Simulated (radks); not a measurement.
# Rh in [Kr] 4d8 5s1: an all-electron calculation

The task here is to estimate one member of a computed series from the others.

Program: radks (a radial shooting solver on a logarithmic mesh, Libxc functionals) version 1. Level of theory: scalar-relativistic Kohn-Sham, PBE, spin-unpolarised, spherical densities, finite nucleus. These are calculated values, not measurements, unless marked.

## The atom as given

```
element            : rhodium (Z = 45)
charge             : 0
electrons          : 45
configuration      : [Kr] 4d8 5s1
nuclear rms radius : 4.4945 fm
```

The outer shells:

Rh
```
[Kr] core
4d [↑↓][↑↓][↑↓][↑ ][↑ ]
5s [↑ ]
```

The first run:

The run's settings:

```text
Z 45
configuration [Kr] 4d8 5s1
relativity scalar-relativistic
functional pbe,pbe
spin unpolarised
nucleus finite rms 4.4945 fm
c 137.035999084
```

Started as:

```console
python run_ks.py task.json out
```

The same process makes all the runs of this session.

One of the session's tables, all rows but one given; the rest of the session is left out.

It belongs to the step «Radial structure». Sizes of the orbitals, from the radial functions (bohr):

```
level      <r>  outermost maximum (interpolated)  90 % within  nodes
   1s  0.03263                            0.0212       0.0585      0
   2s   0.1419                             0.120        0.219      1
   2p   0.1237                            0.0958        0.201      0
   3s   0.3907                             0.351        0.576      2
   3p        ?                                 ?            ?      ?
   3d   0.3704                             0.291        0.588      0
   4s   0.9803                             0.881         1.43      3
   4p    1.082                             0.944         1.60      2
   4d    1.592                              1.15         2.61      1
   5s    3.306                              2.65         5.05      4
```

**Question.** Estimate the row for 3p.

The run gave: <r>: 0.3905; outermost maximum (interpolated): 0.345; 90 % within: 0.588; nodes: 1. In the column «<r>» it lies between 3d (0.3704) and 3s (0.3907).

To keep in mind: Spin polarisation and multiplet splitting are left out.
